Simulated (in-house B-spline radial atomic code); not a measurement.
# Re⁴²⁺: starting-point dependence of G0W0 and RPA

G0W0 and RPA are one-shot methods. How much does the choice of start matter for Re⁴²⁺?

Program: an in-house B-spline radial atomic code, version 1. Level of theory: RPA, second order, AC-SOSEX and G0W0 (contour deformation) on a scalar-relativistic mean field, all electrons; no spin-orbit coupling, Breit or QED terms, no two-electron picture change. These are calculated values, not measurements, unless marked.

### Step 1. What is computed

| Item | Value |
| --- | --- |
| element | rhenium (Z = 75) |
| charge | +42 |
| electrons | 33 |
| configuration | [Ar] 3d10 4s2 4p3 |
| Hamiltonian | scalar-relativistic (spin-free one-electron X2C), finite nucleus |
| starts | Hartree-Fock, PBE, TPSS, SCAN, CAM-B3LYP |

Outer shells as boxes (Hund's rule):

Re42+
```
[Ar] core
3d [↑↓][↑↓][↑↓][↑↓][↑↓]
4s [↑↓]
4p [↑ ][↑ ][↑ ]
```

### Step 2. Run with the Hartree-Fock start

Settings, as recorded:

```ini
Z = 75
electrons = 33.0
configuration = [Ar] 3d10 4s2 4p3
hamiltonian = x2c
method = hf
lmax = 9
rms_radius = 5.3698
spin_polarised = True
box_radius = 2.38
intervals = 60
```

Run with:

```
python run_gw.py task.json out
```

One command runs all members of the session, one after another, from task.json.

After this run come: Run with the PBE start; Run with the TPSS start; Run with the SCAN start; Run with the CAM-B3LYP start.

Q: Predict the outcome of this session. Wanted: highest level, mean field; highest level, G0W0; RPA correlation energy; RPA+SOSEX.

The runs gave:

```
                                          quantity                                                              value
   highest level, mean field (range over the runs)                                            -2122.60 to -2094.74 eV
         highest level, G0W0 (range over the runs)                                            -2124.02 to -2123.92 eV
                            RPA correlation energy                                           -2.907 to -2.792 hartree
                                         RPA+SOSEX                                         -2.0291 to -1.9515 hartree
tabulated theoretical ionisation energy (4p shell)  2080.0 ± 4 eV (NIST Atomic Spectra Database, ionization energies)
               G0W0 removal energy less that value                                                  +43.9 to +44.0 eV
```

In words: Across the starts the mean-field level varies by 27.9 eV and the G0W0 level by 0.10 eV (0.37 % as much). On the semilocal starts the correction is downwards, 27 to 29 eV, since their self-interaction lifts occupied levels. The RPA energy is largest in size on PBE and smallest on Hartree-Fock, 4.0 % apart; over the runs it loosely follows the gap of the start, as smaller excitation energies give more correlation. All runs miss the tabulated theoretical ionisation energy, 2080.0 ± 4 eV, by about +44.0 eV (+2.1 %), far more than they differ among themselves. Spin-orbit coupling is left out: in so heavy and highly charged an ion the half-filled shell is really jj-coupled, so the high-spin state computed here is a model and the comparison is rough. Read as a removal energy, the bare PBE level is off by +14.7 eV (+0.71 %), nearer than G0W0, but by cancellation: self-interaction lowers its value while this Hamiltonian leaves the G0W0 value too high. Spin-orbit coupling, which splits the 4p shell strongly in so heavy an element, is left out.
